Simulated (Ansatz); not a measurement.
# BMe2(CH2SiH3) (C3H11BSi): structure and electronic state

What does BMe2(CH2SiH3) (C3H11BSi) look like as a singlet, and where do its frontier electrons sit?

The runs use Ansatz 0.2.0, Gaussian basis; RKS PBE0-D4/def2-TZVP.

Plan: relaxation at PBE0-D4/def2-SVP; a single point at PBE0-D4/def2-TZVP.

2 further runs of the same task are left out: 2 set aside as unsound or not needed.

## 1. Where the work starts

16 atoms, charge 0, spin multiplicity 1.

Atoms are counted from 1 here; the program's logs count them from 0.

Bond lengths: B1–C2 1.582 Å, B1–C6 1.579 Å, B1–C10 1.560 Å, C2–H3 1.088 Å, C2–H4 1.091 Å, C2–H5 1.089 Å, C6–H7 1.088 Å, C6–H8 1.090 Å, C6–H9 1.089 Å, C10–Si11 1.911 Å, C10–H12 1.090 Å, C10–H13 1.091 Å, Si11–H14 1.466 Å, Si11–H15 1.465 Å, Si11–H16 1.468 Å. Angles: C2–B1–C6 119.8°, C2–B1–C10 119.5°, C6–B1–C10 120.7°, B1–C2–H3 114.2°, B1–C2–H4 110.1°, B1–C2–H5 111.4°, H3–C2–H4 107.1°, H3–C2–H5 107.9°, H4–C2–H5 105.8°, B1–C6–H7 114.1°, B1–C6–H8 110.4°, B1–C6–H9 111.1°, H7–C6–H8 107.4°, H7–C6–H9 107.7°, H8–C6–H9 105.7°, B1–C10–Si11 109.8°, B1–C10–H12 112.9°, B1–C10–H13 113.2° and more.

Geometry (Å):

```xyz
16
charge 0, multiplicity 1
B     0.28646    0.38555   -0.46073
C     1.86055    0.36735   -0.30832
H     2.29875    1.34031   -0.09706
H     2.32249    0.00031   -1.22580
H     2.17531   -0.31845    0.47731
C    -0.48138    1.76431   -0.51797
H    -1.56427    1.66800   -0.55260
H    -0.17677    2.33304   -1.39661
H    -0.23082    2.38867    0.33897
C    -0.49489   -0.96298   -0.52109
Si   -1.06165   -1.46066    1.23450
H    -1.39669   -0.90343   -1.13117
H     0.10458   -1.78924   -0.90469
H     0.09217   -1.60337    2.12807
H    -1.97632   -0.45933    1.78890
H    -1.75754   -2.75007    1.14830
```

The start is a GFN2-xTB geometry.

## 2. Relaxation at PBE0-D4/def2-SVP

Contents of in.yaml:

```yaml
crystal:
  periodic: [false, false, false]
  atoms:
    - {symbol: B, position_ang: [0.286460, 0.385550, -0.460730]}
    - {symbol: C, position_ang: [1.860550, 0.367350, -0.308320]}
    - {symbol: H, position_ang: [2.298750, 1.340310, -0.097060]}
    - {symbol: H, position_ang: [2.322490, 0.000310, -1.225800]}
    - {symbol: H, position_ang: [2.175310, -0.318450, 0.477310]}
    - {symbol: C, position_ang: [-0.481380, 1.764310, -0.517970]}
    - {symbol: H, position_ang: [-1.564270, 1.668000, -0.552600]}
    - {symbol: H, position_ang: [-0.176770, 2.333040, -1.396610]}
    - {symbol: H, position_ang: [-0.230820, 2.388670, 0.338970]}
    - {symbol: C, position_ang: [-0.494890, -0.962980, -0.521090]}
    - {symbol: Si, position_ang: [-1.061650, -1.460660, 1.234500]}
    - {symbol: H, position_ang: [-1.396690, -0.903430, -1.131170]}
    - {symbol: H, position_ang: [0.104580, -1.789240, -0.904690]}
    - {symbol: H, position_ang: [0.092170, -1.603370, 2.128070]}
    - {symbol: H, position_ang: [-1.976320, -0.459330, 1.788900]}
    - {symbol: H, position_ang: [-1.757540, -2.750070, 1.148300]}
basis:
  gaussian: {orbitals: def2-SVP}
hamiltonian: {xc: pbe0, dispersion: d4}
scf: {lower_state_search: "off"}
output: {orbitals: {seedname: orbitals}}
relax: {f_tol: 0.02, max_steps: 100}
```

Command:

```sh
$ ansatz run in.yaml --threads 2 --pin off --events-out ev --progress --plain --max-ram 32768MiB --backend cpu
```

Further steps of the session: Single point, PBE0-D4/def2-TZVP.

**Question.** What will the summary of the whole plan be? Wanted: point group; commonest bond, hydrogen aside; HOMO, LUMO at PBE0-D4/def2-TZVP; dipole at PBE0-D4/def2-SVP.

The runs gave:

| quantity | value |
| --- | --- |
| point group | C1 |
| commonest bond, hydrogen aside | B–C, 3 of mean length 1.571 Å |
| HOMO, LUMO at PBE0-D4/def2-TZVP | -8.40, -0.43 eV |
| dipole at PBE0-D4/def2-SVP | 0.69 D |

In words: The molecule keeps its bonding pattern by the stored test; the atoms moved 0.21 Å (rms). No usable vibrations, so a minimum isn't proven. The point group is read from a loosely relaxed geometry; soft torsions can leave it below the true symmetry.
